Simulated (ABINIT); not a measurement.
The system is CsMgBiO3.

```xyz
6
Lattice="3.2305 1.8651 3.7970 -3.2305 1.8651 3.7970 0.0000 -3.7303 3.7970" Properties=species:S:1:pos:R:3 pbc="T T T"
Bi    0.0000    0.0000    6.4393
Cs    0.0000    0.0000   10.4488
Mg    0.0000    0.0000    3.4423
O     1.5857    0.9155    7.4612
O     0.0000   -1.8310    7.4612
O    -1.5857    0.9155    7.4612
```

The cell comes from a database or a generator and needn't be the stable form of this composition.

| Quantity | Value |
| --- | --- |
| Program | ABINIT 10.8.3 (patched build) |
| Task | single point |
| Functional | PBE |
| Potentials or basis | JTH PAW PBE v2.0 |
| Cutoff | 626 eV |
| k mesh | 6 × 6 × 6 |
| Occupations | fermi-dirac, width 0.05 eV |
| Spin | no spin polarisation |

On this cell: pressure 0.0 GPa; largest force 0.317 eV/Å; band gap on the k mesh 2.56 eV, direct.

The same run follows on a disturbed copy (atoms moved at random, drawn with an rms of 0.05 Å):

```
Bi Cs Mg O
1.0
     3.23052    1.86514    3.79701
    -3.23052    1.86514    3.79701
     0.00000   -3.73028    3.79701
Bi Cs Mg O
1 1 1 3
Direct
  0.55896 0.56101 0.56476
  0.91240 0.92295 0.91369
  0.30254 0.30386 0.29520
  0.98376 0.49486 0.48862
  0.48881 0.48653 0.98775
  0.48259 0.97956 0.49350
```

Question: What does the disturbed cell give?

Answer: The energy moves by +10.4 meV/atom; pressure -0.5 GPa; largest force 1.193 eV/Å; band gap on the k mesh 2.52 eV, indirect (least direct gap 2.55 eV).

Forces on the atoms (eV/Å):
```
Bi   0.172  0.092  1.043
Cs   0.072 -0.035 -0.052
Mg  -0.015 -0.861 -0.113
O   -0.429 -0.269 -0.394
O    0.007  1.166 -0.254
O    0.193 -0.093 -0.230
```

Stress tensor (GPa, compression positive):
```
-1.39 -0.14 -0.32
-0.14 -0.03  0.14
-0.32  0.14 -0.07
```

Caveats: spin-orbit coupling is left out, which as a rule narrows the gap of such compounds by several tenths of an eV.

A k mesh can miss the band edges.
